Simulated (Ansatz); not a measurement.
# CH4BClOSi: one species, many methods

The task here is to estimate one member of a computed series from the others.

Computed with Ansatz 0.2.0, Gaussian basis. Level: functionals in def2-TZVPP, the program's frozen cores in correlated methods.

The runs, in order: LDA (SPW92), PBE-D4, revPBE-D4, BLYP-D4, r2SCAN-D4, B97M-V, PBE0-D4, B3LYP-D4, r2SCANh-D4, r2SCAN0-D4, HSE06-D4, BHLYP-D4, CAM-B3LYP-D4, LC-ωPBE, ωB97X-V, ωB97M-V, B2PLYP, PBE-QIDH; CCSD(T)/def2-SVP; CCSD(T)/def2-TZVPP; MP2/def2-QZVPP; extrapolation to the limit; RPA on PBE.

## The relaxed structure

An earlier PBE0-D4 in a triple-zeta def2 set relaxation fixed the geometry.

SMILES `O[SiH]1CB1Cl`, 9 atoms, charge 0, spin multiplicity 1.

Atoms are counted from 1 here; the program's logs count them from 0.

Bond lengths: O1–Si2 1.638 Å, O1–H6 0.959 Å, Si2–C3 2.005 Å, Si2–B4 1.896 Å, Si2–H7 1.482 Å, C3–B4 1.496 Å, C3–H8 1.088 Å, C3–H9 1.096 Å, B4–Cl5 1.736 Å. Angles: Si2–O1–H6 118.3°, O1–Si2–C3 127.1°, O1–Si2–B4 122.8°, O1–Si2–H7 110.3°, C3–Si2–B4 45.0°, C3–Si2–H7 104.2°, B4–Si2–H7 126.9°, Si2–C3–B4 63.7°, Si2–C3–H8 142.6°, Si2–C3–H9 85.8°, B4–C3–H8 125.0°, B4–C3–H9 119.6°, H8–C3–H9 111.1°, Si2–B4–C3 71.4°, Si2–B4–Cl5 141.9°, C3–B4–Cl5 131.6°.

As a file:

```mol
CH4BClOSi
  3D, bonds by distance, orders not assigned

  9  9  0  0  0  0  0  0  0  0999 V2000
   -0.6238    1.9356    0.5083 O   0  0
    0.3581    0.6294    0.3968 Si  0  0
   -0.1516   -1.2221   -0.1807 C   0  0
    0.5484   -0.3785   -1.1982 B   0  0
    0.3630   -0.2578   -2.9200 Cl  0  0
   -0.8746    2.2425    1.3810 H   0  0
    1.0880    0.4255    1.6708 H   0  0
   -1.0110   -1.8584   -0.3827 H   0  0
    0.3919   -1.5624    0.7075 H   0  0
  1  2  8  0
  2  3  8  0
  3  4  8  0
  4  5  8  0
  1  6  8  0
  2  7  8  0
  3  8  8  0
  3  9  8  0
  2  4  8  0
M  END
```

The first run:

Input file in.yaml:

```yaml
crystal:
  periodic: [false, false, false]
  atoms:
    - {symbol: O, position_ang: [-0.623773, 1.935590, 0.508293]}
    - {symbol: Si, position_ang: [0.358063, 0.629356, 0.396763]}
    - {symbol: C, position_ang: [-0.151635, -1.222101, -0.180677]}
    - {symbol: B, position_ang: [0.548417, -0.378502, -1.198213]}
    - {symbol: Cl, position_ang: [0.363044, -0.257792, -2.919968]}
    - {symbol: H, position_ang: [-0.874596, 2.242497, 1.381045]}
    - {symbol: H, position_ang: [1.088027, 0.425519, 1.670843]}
    - {symbol: H, position_ang: [-1.010986, -1.858442, -0.382701]}
    - {symbol: H, position_ang: [0.391938, -1.562424, 0.707516]}
basis:
  gaussian: {orbitals: def2-TZVPP}
hamiltonian: {xc: lda}
output: {orbitals: {seedname: orbitals}}
```

Steps of the session up to this table: LDA; PBE-D4 (GGA); revPBE-D4 (GGA); BLYP-D4 (GGA); r2SCAN-D4 (meta-GGA); B97M-V (meta-GGA); PBE0-D4 (hybrid); B3LYP-D4 (hybrid); r2SCANh-D4 (hybrid); r2SCAN0-D4 (hybrid); HSE06-D4 (hybrid); BHLYP-D4 (hybrid); CAM-B3LYP-D4 (range-separated); LC-ωPBE (range-separated); ωB97X-V (range-separated); ωB97M-V (range-separated); B2PLYP (double hybrid); PBE-QIDH (double hybrid).

One table of the session follows, with a row left open; its other results are not shown here.

It belongs to the step «Orbital energies across the functionals». 

```
  functional  HOMO (eV)  gap (eV)
 LDA (SPW92)      -5.83      3.44
      PBE-D4          ?         ?
   revPBE-D4      -5.65      3.56
     BLYP-D4      -5.57      3.59
   r2SCAN-D4      -5.91      3.97
      B97M-V      -5.97      4.05
     PBE0-D4      -6.82      5.56
    B3LYP-D4      -6.62      5.20
  r2SCANh-D4      -6.33      4.71
  r2SCAN0-D4      -6.95      5.82
    HSE06-D4      -6.43      4.78
    BHLYP-D4      -7.81      7.62
CAM-B3LYP-D4      -8.10      8.00
     LC-ωPBE      -9.39     10.38
     ωB97X-V      -9.06      9.99
     ωB97M-V      -8.90      9.65
```

**Question.** Estimate the row for PBE-D4.

The run gave: HOMO (eV): -5.71; gap (eV): 3.53. In the column «HOMO (eV)» it lies between LDA (SPW92) (-5.83) and revPBE-D4 (-5.65).
